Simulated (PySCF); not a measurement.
# Cl6Nb ([NbCl6]-): the cost of one run

Computed with PySCF 2.14.0 and routines of our own; the level stands in each step. Atoms count from 0.

3 further runs of the same task are left out: 3 for a basis unfit for spin-orbit shieldings.

### 1 The system as given

7 atoms, charge -1, multiplicity 1; geometry from: GFN2-xTB.

### 2 NMR shieldings: PBE0/x2c-SVPall-2c Nb:us-x2c-SVPall-2c, spin-free

The job: settings as JSON, then the geometry in Å.

```
{"job": {"xc": "PBE0", "basis": {"default": "x2c-SVPall-2c", "Nb": "us-x2c-SVPall-2c"}, "rel": "sf", "kind": "hnmr"}, "charge": -1, "multiplicity": 1}
Nb    -0.000160    -0.000060    -0.000190
Cl    -0.016010    -0.008670     2.377290
Cl     0.016150     0.008820    -2.377170
Cl     2.377240     0.004400     0.015940
Cl    -2.377310    -0.004270    -0.015910
Cl    -0.004170     2.377290     0.008830
Cl     0.004260    -2.377510    -0.008780
```

With the program's defaults for keys left out, this is: PBE0/x2c-SVPall-2c Nb:us-x2c-SVPall-2c GIAO NMR shielding, spin-free X2C, Gaussian nuclei, gas phase.

Run with:

```console
$ OMP_NUM_THREADS=1 python heavy_run.py task.json out
```

This one command runs all jobs of the session in turn.

**Question.** How long does this first job take on 1 thread of Intel Xeon Platinum 8375C at 2.90GHz, shared host, and how much memory does it need?

About 81 s, with a peak of 1.2 GiB.
